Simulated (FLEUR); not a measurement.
VWC2:

```
CELL_PARAMETERS angstrom
1.51704 0.87586 4.93389
-1.51704 0.87586 4.93389
0.00000 -1.75173 4.93389
ATOMIC_POSITIONS crystal
W 0.00000 0.00000 0.00000
V 0.50000 0.50000 0.50000
C 0.24649 0.24649 0.24649
C 0.75351 0.75351 0.75351
```

The cell comes from a database or a generator and needn't be the stable form of this composition.

Base run:

```yaml
Program: FLEUR MaX-R8.1 (later development tree)
Functional: PBEsol
Potentials_or_basis: all-electron
Basis: FLAPW
Kmax: 4.73 1/bohr
k_mesh: 8 × 8 × 8
Occupations: fermi-dirac, width 0.05 eV
Spin: collinear spin, ferromagnetic start
Starting_moments: "[0.0, 2.001, 0.0, 0.0] μB"
Hubbard_terms: V d U = 3 eV
```

Its results: band gap on the k mesh none (metal or under the smearing width); net moment 0.36 μB per cell; site moments W -0.04; V +0.43; C -0.02 μB.

Problem. The run is repeated on the same cell with these changes: hubbard terms from V d U = 3 eV to V d U = 5 eV. What comes out?

Solution. Band gap on the k mesh none (metal or under the smearing width); net moment 1.02 μB per cell; site moments W -0.09; V +1.18; C -0.07 μB.

Caveats: the U is typed as a test and isn't derived for this compound.
